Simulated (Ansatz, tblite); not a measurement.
# Ga8P8 wurtzite off sphere (Ga₈P₈H₂₂): spin-state energies by level

Is the singlet the ground state of Ga8P8 wurtzite off sphere (Ga₈P₈H₂₂)? Other spin states are computed and compared level by level.

The runs use Ansatz 0.2.0, Gaussian basis; as each input shows.

Plan: triplet, at the geometry of the singlet (GFN1-xTB, GFN2-xTB, PBE0-D4/def2-SVP, PBE-D4/def2-SVP); the singlet's energies come from earlier runs.

## (1) The geometry

The geometry is that of the singlet, from an earlier relaxation (PBE-D4/def2-SVP).

38 atoms, charge 0, spin multiplicity 1.

Bond lengths: Ga1–P2 2.457 Å, Ga1–P3 2.414 Å, Ga1–H17 1.577 Å, Ga1–H18 1.578 Å, P2–Ga5 2.408 Å, P2–H19 1.431 Å, P2–H20 1.430 Å, P3–Ga4 2.382 Å, P3–Ga11 2.372 Å, P3–H21 1.433 Å, Ga4–P6 2.408 Å, Ga4–P7 2.382 Å, Ga4–H22 1.576 Å, Ga5–P6 2.385 Å, Ga5–P12 2.374 Å, Ga5–H23 1.574 Å, P6–Ga9 2.385 Å, P6–H24 1.432 Å and more. Angles: P2–Ga1–P3 95.9°, P2–Ga1–H17 105.9°, P2–Ga1–H18 105.8°, P3–Ga1–H17 109.9°, P3–Ga1–H18 109.6°, H17–Ga1–H18 125.4°, Ga1–P2–Ga5 123.3°, Ga1–P2–H19 109.9°, Ga1–P2–H20 109.9°, Ga5–P2–H19 106.6°, Ga5–P2–H20 106.2°, H19–P2–H20 97.9°, Ga1–P3–Ga4 112.5°, Ga1–P3–Ga11 110.4°, Ga1–P3–H21 105.9°, Ga4–P3–Ga11 116.6°, Ga4–P3–H21 105.2°, Ga11–P3–H21 105.3° and more.

## (2) Triplet at the fixed geometry, GFN1-xTB

Tight binding, by tblite at 300 K electronic temperature and without a spin-polarisation term:

```python
tblite.interface.Calculator('GFN1-xTB', numbers, positions, charge=0, uhf=2).singlepoint()
```

Energy -1190.1870 eV; 0.34 s.

## (3) Triplet at the fixed geometry, GFN2-xTB

Tight binding, by tblite at 300 K electronic temperature and without a spin-polarisation term:

```python
tblite.interface.Calculator('GFN2-xTB', numbers, positions, charge=0, uhf=2).singlepoint()
```

Energy -1114.5452 eV; 0.29 s.

## (4) Triplet at the fixed geometry, PBE0-D4/def2-SVP

in.yaml reads:

```yaml
crystal:
  periodic: [false, false, false]
  atoms:
    - {symbol: Ga, position_ang: [0.501465, -4.308710, -1.404863]}
    - {symbol: P, position_ang: [0.505383, -4.057222, 1.039277]}
    - {symbol: P, position_ang: [0.515238, -1.945125, -1.895640]}
    - {symbol: Ga, position_ang: [-1.502481, -0.865536, -1.233522]}
    - {symbol: Ga, position_ang: [0.507089, -1.920556, 2.150338]}
    - {symbol: P, position_ang: [-1.337936, -0.772959, 1.166840]}
    - {symbol: P, position_ang: [-1.427489, 1.422563, -1.892354]}
    - {symbol: Ga, position_ang: [-3.480050, 2.593185, -1.398175]}
    - {symbol: Ga, position_ang: [-1.406951, 1.397286, 2.153572]}
    - {symbol: P, position_ang: [-3.258431, 2.466973, 1.045603]}
    - {symbol: Ga, position_ang: [2.540336, -0.957964, -1.153620]}
    - {symbol: P, position_ang: [2.352271, -0.756419, 1.213870]}
    - {symbol: P, position_ang: [2.306177, 1.332238, -1.883380]}
    - {symbol: Ga, position_ang: [0.441469, 2.680367, -1.150027]}
    - {symbol: Ga, position_ang: [2.618521, 1.508570, 2.047456]}
    - {symbol: P, position_ang: [0.523770, 2.413174, 1.217000]}
    - {symbol: H, position_ang: [-0.901993, -4.926530, -1.773556]}
    - {symbol: H, position_ang: [1.901792, -4.935124, -1.774347]}
    - {symbol: H, position_ang: [-0.568010, -4.812406, 1.608464]}
    - {symbol: H, position_ang: [1.589225, -4.800935, 1.603493]}
    - {symbol: H, position_ang: [0.545588, -1.842287, -3.324381]}
    - {symbol: H, position_ang: [-2.806210, -1.617193, -1.701696]}
    - {symbol: H, position_ang: [0.467721, -2.027337, 3.720118]}
    - {symbol: H, position_ang: [-2.500950, -1.444390, 1.663420]}
    - {symbol: H, position_ang: [-1.324453, 1.399426, -3.321216]}
    - {symbol: H, position_ang: [-4.717805, 1.688196, -1.767352]}
    - {symbol: H, position_ang: [-3.321490, 4.119567, -1.765381]}
    - {symbol: H, position_ang: [-1.517822, 1.414342, 3.723471]}
    - {symbol: H, position_ang: [-4.449010, 1.914790, 1.614872]}
    - {symbol: H, position_ang: [-3.359369, 3.776653, 1.611918]}
    - {symbol: H, position_ang: [3.868886, -1.613147, -1.686878]}
    - {symbol: H, position_ang: [3.495455, -1.468865, 1.699835]}
    - {symbol: H, position_ang: [2.301738, 1.331093, -3.312893]}
    - {symbol: H, position_ang: [3.532122, 2.039242, -1.687638]}
    - {symbol: H, position_ang: [0.538888, 4.159225, -1.681216]}
    - {symbol: H, position_ang: [2.569548, 1.478758, 3.623946]}
    - {symbol: H, position_ang: [3.778029, 2.178335, 1.199634]}
    - {symbol: H, position_ang: [0.479749, 3.758734, 1.704996]}
basis:
  gaussian: {orbitals: def2-SVP, fitting: {mean_field: def2-universal-jkfit}}
magnetization: {spin_polarized: true, initial_magnetization: 2}
hamiltonian: {xc: pbe0, dispersion: d4}
scf: {omitted_lower_state_checks: [starts]}
output: {orbitals: {seedname: orbitals}}
```

Run with:

```console
$ ansatz run in.yaml --threads 2 --pin off --events-out ev --progress --plain --max-ram 32768MiB --backend cuda --devices 0, --max-vram 18GiB
```

Output:

```text
Functional definition: PBE0
  name "PBE0"
  cite "Adamo & Barone, J. Chem. Phys. 110, 6158 (1999) doi:10.1063/1.478522"
  cite "Perdew, Burke & Ernzerhof, Phys. Rev. Lett. 77, 3865 (1996) doi:10.1103/PhysRevLett.77.3865"
  parent pbe
  parameter a = 0.25
  parameter kappa = 0.804
  parameter beta = 0.06672455060314922
  exchange = (1 - a)*pbe_x(kappa = kappa, mu = beta*pi^2/3) + a*exact_x
  correlation = pbe_c(beta = beta)
these checks for a lower state are left out or cut short: starts
3548 factors; integrals over basis functions are off by at most 3.5e-1 eV
mean field evaluation 1: about -493534.3300 eV, gradient 3.8e1 eV
mean field evaluation 2: about -493533.6978 eV, gradient 4.5e1 eV
mean field evaluation 4: about -493538.5202 eV, gradient 3.8e0 eV
mean field evaluation 8: about -493538.6442 eV, gradient 2.6e-1 eV
mean field evaluation 16: about -493538.6526 eV, gradient 1.5e-2 eV
mean field evaluation 32: about -493538.6527 eV, gradient 8.0e-5 eV
mean field -493538.65270191 eV, -18137.2109542814 hartree, gradient 1.1e-5 eV, S^2 2.004215; 0 other end points of the search recorded, 0 dependent functions left out
reference -493538.65277253 eV, -18137.2109568763 hartree; 196, 194 occupied and 314, 316 virtual orbitals, 3548 factors
Total energy: -493541.38910338 eV, -18137.3115151803 hartree
Checks for a lower state left out: starts
```

Run time: 25 s. Hardware: 1 × H100 (card shared with other runs) with 2 threads of AMD EPYC 7R13, shared host; peak host memory 1.2 GiB.

Report: HOMO -2.25 eV, LUMO -6.05 eV (over both spins; with the spin held, an empty level of the minority spin lies below the top filled one); ⟨S²⟩ 2.004 (pure: 2.00).

## (5) Triplet at the fixed geometry, PBE-D4/def2-SVP

start.molden holds the orbitals of an earlier run on this state, given as this run's starting guess.

Edit in.yaml of step 4 so:

```diff
@@ -42,5 +42,5 @@
 basis:
-  gaussian: {orbitals: def2-SVP, fitting: {mean_field: def2-universal-jkfit}}
+  gaussian: {orbitals: def2-SVP, fitting: {mean_field: def2-universal-jkfit}, initial_orbitals: start.molden}
 magnetization: {spin_polarized: true, initial_magnetization: 2}
-hamiltonian: {xc: pbe0, dispersion: d4}
+hamiltonian: {xc: pbe, dispersion: d4}
 scf: {omitted_lower_state_checks: [starts]}
```

Same command.

Output:

```text
Functional definition: PBE
  name "PBE"
  cite "Perdew, Burke & Ernzerhof, Phys. Rev. Lett. 77, 3865 (1996) doi:10.1103/PhysRevLett.77.3865"
  parent pbe
  parameter kappa = 0.804
  parameter beta = 0.06672455060314922
  exchange = pbe_x(kappa = kappa, mu = beta*pi^2/3)
  correlation = pbe_c(beta = beta)
these checks for a lower state are left out or cut short: starts
3548 factors; integrals over basis functions are off by at most 3.5e-1 eV
mean field evaluation 1: about -493522.1544 eV, gradient 1.2e1 eV
mean field evaluation 2: about -493522.7263 eV, gradient 6.2e-1 eV
mean field evaluation 4: about -493522.7425 eV, gradient 1.8e-1 eV
mean field evaluation 8: about -493522.7436 eV, gradient 2.4e-5 eV
mean field evaluation 16: about -493522.7436 eV, gradient 2.3e-6 eV
mean field -493522.74359337 eV, -18136.6263053259 hartree, gradient 3.4e-6 eV, S^2 2.001391; 0 other end points of the search recorded, 0 dependent functions left out
reference -493522.74368720 eV, -18136.6263087743 hartree; 196, 194 occupied and 314, 316 virtual orbitals, 3548 factors
Total energy: -493525.76259332 eV, -18136.7372515276 hartree
Checks for a lower state left out: starts
```

It took 13 s on 1 × H100 (card shared with other runs) with 2 threads of AMD EPYC 7R13, shared host; peak host memory 1.2 GiB.

HOMO -1.97 eV, LUMO -6.11 eV (over both spins; with the spin held, an empty level of the minority spin lies below the top filled one); ⟨S²⟩ 2.001 (pure: 2.00).

## (6) Triplet less singlet, vertical

The singlet's energies are those of its earlier runs, whose logs aren't repeated here.

```csv
level,"triplet less singlet, vertical (kcal/mol)",time
GFN1-xTB,+104.1,0.53 s
GFN2-xTB,+92.8,0.44 s
PBE-D4/def2-SVP,+96.7,22 s
PBE0-D4/def2-SVP,+113.5,38 s
```

Times add the two runs; a level without a time comes out of a correlated run. Tight binding without a spin term can't rank spin states.

## (7) Summary of results

```
                                               quantity                                        value
triplet less singlet, vertical, functionals in def2-SVP  +96.7 (PBE-D4) to +113.5 kcal/mol (PBE0-D4)
```

In words: All functionals put the triplet above the singlet, over a spread of 16.9 kcal/mol. The checks for a lower triplet were left out, so another state of that spin may lie lower. These are electronic energies, without zero-point motion, entropy or surroundings.
